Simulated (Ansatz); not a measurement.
# C2H8BNSi: one species, many methods

One table from this session's results is given with a row withheld; the runs are named, their logs left out.

Method: functionals in def2-TZVPP, the program's frozen cores in correlated methods; program: Ansatz 0.2.0, Gaussian basis.

Levels to be run: LDA (SPW92), PBE-D4, revPBE-D4, BLYP-D4, r2SCAN-D4, B97M-V, PBE0-D4, B3LYP-D4, r2SCANh-D4, r2SCAN0-D4, HSE06-D4, BHLYP-D4, CAM-B3LYP-D4, LC-ωPBE, ωB97X-V, ωB97M-V, B2PLYP, PBE-QIDH; CCSD(T)/def2-SVP; CCSD(T)/def2-TZVPP; MP2/def2-QZVPP; extrapolation to the limit; RPA on PBE.

### The geometry

The geometry comes from an earlier relaxation with PBE0-D4 in a triple-zeta def2 set; it is a stationary point, not always the lowest conformer.

SMILES `C=NBC[SiH3]`, 13 atoms, charge 0, spin multiplicity 1.

Atoms are counted from 1 here; the program's logs count them from 0.

Bond lengths: C1–N2 1.240 Å, C1–H6 1.095 Å, C1–H7 1.095 Å, N2–B3 1.360 Å, B3–C4 1.570 Å, B3–H8 1.200 Å, C4–Si5 1.876 Å, C4–H9 1.095 Å, C4–H10 1.094 Å, Si5–H11 1.489 Å, Si5–H12 1.489 Å, Si5–H13 1.488 Å. Angles: N2–C1–H6 121.6°, N2–C1–H7 121.6°, H6–C1–H7 116.7°, C1–N2–B3 179.6°, N2–B3–C4 121.9°, N2–B3–H8 116.4°, C4–B3–H8 121.6°, B3–C4–Si5 110.5°, B3–C4–H9 110.5°, B3–C4–H10 112.6°, Si5–C4–H9 107.0°, Si5–C4–H10 107.6°, H9–C4–H10 108.5°, C4–Si5–H11 110.4°, C4–Si5–H12 111.1°, C4–Si5–H13 110.9°, H11–Si5–H12 108.1°, H11–Si5–H13 108.1° and more.

The first run:

The input, in.yaml:

```yaml
crystal:
  periodic: [false, false, false]
  atoms:
    - {symbol: C, position_ang: [-1.145298, -0.225035, 2.455534]}
    - {symbol: N, position_ang: [-0.805453, -0.570913, 1.314495]}
    - {symbol: B, position_ang: [-0.437693, -0.942779, 0.058694]}
    - {symbol: C, position_ang: [0.916511, -0.473369, -0.581886]}
    - {symbol: Si, position_ang: [0.640486, 1.028526, -1.671255]}
    - {symbol: H, position_ang: [-0.910269, -0.834850, 3.334333]}
    - {symbol: H, position_ang: [-1.696488, 0.704298, 2.633607]}
    - {symbol: H, position_ang: [-1.222791, -1.615820, -0.550916]}
    - {symbol: H, position_ang: [1.331487, -1.259318, -1.220698]}
    - {symbol: H, position_ang: [1.666151, -0.205174, 0.168383]}
    - {symbol: H, position_ang: [0.162212, 2.179078, -0.856900]}
    - {symbol: H, position_ang: [1.901243, 1.435285, -2.351690]}
    - {symbol: H, position_ang: [-0.379596, 0.745271, -2.717001]}
basis:
  gaussian: {orbitals: def2-TZVPP}
hamiltonian: {xc: lda}
output: {orbitals: {seedname: orbitals}}
```

Steps of the session up to this table: LDA; PBE-D4 (GGA); revPBE-D4 (GGA); BLYP-D4 (GGA); r2SCAN-D4 (meta-GGA); B97M-V (meta-GGA); PBE0-D4 (hybrid); B3LYP-D4 (hybrid); r2SCANh-D4 (hybrid); r2SCAN0-D4 (hybrid); HSE06-D4 (hybrid); BHLYP-D4 (hybrid); CAM-B3LYP-D4 (range-separated); LC-ωPBE (range-separated); ωB97X-V (range-separated); ωB97M-V (range-separated); B2PLYP (double hybrid); PBE-QIDH (double hybrid).

One of the session's tables, all rows but one given; the rest of the session is left out.

It belongs to the step «Frontier levels by functional». 

```
  functional  HOMO (eV)  gap (eV)
 LDA (SPW92)      -6.39      4.18
      PBE-D4      -6.27      4.29
   revPBE-D4      -6.22      4.32
     BLYP-D4      -6.15      4.30
   r2SCAN-D4      -6.48      4.73
      B97M-V      -6.61      4.91
     PBE0-D4      -7.53      6.64
    B3LYP-D4          ?         ?
  r2SCANh-D4      -6.96      5.61
  r2SCAN0-D4      -7.68      6.94
    HSE06-D4      -7.13      5.86
    BHLYP-D4      -8.73      9.03
CAM-B3LYP-D4      -8.90      9.18
     LC-ωPBE     -10.23     11.74
     ωB97X-V      -9.89     11.30
     ωB97M-V      -9.80     11.06
```

Q: Estimate the row for B3LYP-D4 from the others.

Worked estimate for «HOMO (eV)». Against the share of exact exchange, BLYP-D4 (0, -6.15), BHLYP-D4 (0.5, -8.73) give a slope of -5.16 per unit share; at 0.2 the line stands at -7.18.

**Answer.** HOMO (eV): -7.32; gap (eV): 6.18. In «HOMO (eV)» the line misses by +0.14.
